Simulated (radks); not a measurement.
**Te²⁻ held by a Watson sphere**

One table from this session's results is given with a row withheld; the runs are named, their logs left out.

Program: radks (a radial shooting solver on a logarithmic mesh, Libxc functionals) version 1. Level of theory: scalar-relativistic Kohn-Sham, r2SCAN, spin-polarised, spherical densities, finite nucleus. These are calculated values, not measurements, unless marked.

### Starting point

```
element            : tellurium (Z = 52)
charge             : -2
electrons          : 54
configuration      : [Xe]
nuclear rms radius : 4.7423 fm
```

Outer shells as boxes (Hund's rule):

Te²⁻
```
[Kr] core
4d [↑↓][↑↓][↑↓][↑↓][↑↓]
5s [↑↓]
5p [↑↓][↑↓][↑↓]
```

Set-up of the first run:

Input:

```text
Z 52
configuration [Xe]
relativity scalar-relativistic
functional r2scan,r2scan
spin polarised
nucleus finite rms 4.7423 fm
c 137.035999084
watson charge 2.92 radius 3.12 bohr
```

Steps of the session up to this table: R = 3.12 bohr; R = 3.68 bohr; R = 4.23 bohr; R = 4.27 bohr; R = 4.7 bohr; R = 4.89 bohr; R = 5.07 bohr; R = 5.86 bohr.

One of the session's tables, all rows but one given; the rest of the session is left out.

| R (bohr) | highest level (eV) | its <r> (bohr) | sum of <r²> (bohr²) |
| --- | --- | --- | --- |
| 3.12 | -13.381 | 2.673 | 78.64 |
| 3.68 | -11.786 | 2.814 | 84.74 |
| 4.23 | -10.391 | 2.932 | 90.16 |
| 4.27 | -10.296 | 2.940 | 90.53 |
| 4.7 | -9.344 | 3.018 | 94.39 |
| 4.89 | -8.957 | 3.050 | 96.02 |
| 5.07 | ? | ? | ? |
| 5.86 | -7.267 | 3.188 | 103.7 |

Q: Estimate the row for R (bohr) = 5.07 from the others.

Worked estimate for «highest level (eV)». A straight line through the neighbours (4.89, -8.957) and (5.86, -7.267) gives -8.957 + (-7.267 + 8.957) × (5.07 − 4.89) / (5.86 − 4.89) = -8.643; a parabola fitted to 3 rows on both sides gives -8.607.

The run gave: highest level (eV): -8.608; its <r> (bohr): 3.078; sum of <r²> (bohr²): 97.52. In «highest level (eV)» the line misses by -0.035 and the parabola by +0.001.

In words: From R = 3.12 to 5.86 bohr the top level moves from -13.381 to -7.267 eV and its mean radius from 2.67 to 3.19 bohr. A wider sphere makes a shallower well, so the ion swells.
